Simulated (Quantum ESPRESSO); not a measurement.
**Ta3Cu under changes of volume**

One of the cells (16.942 Å³/atom); the others are scaled copies at fixed shape and fractional positions:

```
Ta Cu
1.0
    -2.00651    2.00651    4.20817
     2.00651   -2.00651    4.20817
     2.00651    2.00651   -4.20817
Ta Cu
3 1
Direct
  0.50000 0.50000 0.00000
  0.25000 0.75000 0.50000
  0.75000 0.25000 0.50000
  0.00000 0.00000 0.00000
```

The cell comes from a database or a generator and needn't be the stable form of this composition.

- Program: Quantum ESPRESSO 7.5
- Functional: LDA
- Potentials or basis: GBRV 1.5 LDA
- Cutoff: 762 eV
- Density cutoff: 6095 eV
- k mesh: 8 × 8 × 8
- Occupations: fermi-dirac, width 0.05 eV
- Spin: no spin polarisation

```tsv
volume (Å³/atom)	energy over the lowest point (meV/atom)	pressure (GPa)
15.926	0.00	0.0
16.265	4.29	-4.2
16.604	17.01	-7.9
16.942	37.28	-11.4
17.281	64.38	-14.4
17.620	97.59	-17.1
17.959	?	?
```

Q: What does the run at 17.959 Å³/atom give?

A: Energy over the lowest point 136.33 meV/atom; pressure -19.6 GPa.

Worked out: A Birch-Murnaghan fit of order 3 (a polynomial in V^(-2/3)) to the other rows has its minimum at 15.94 Å³/atom with B0 = V·E''(V) = 209 GPa and B' = 4.1 at fixed shape and positions, which overstates the stiffness. It gives 136.27 meV/atom at 17.959 Å³/atom, against the run's 136.33, and -dE/dV = -19.5 GPa, against -19.6.

Energies are extrapolated to zero smearing.
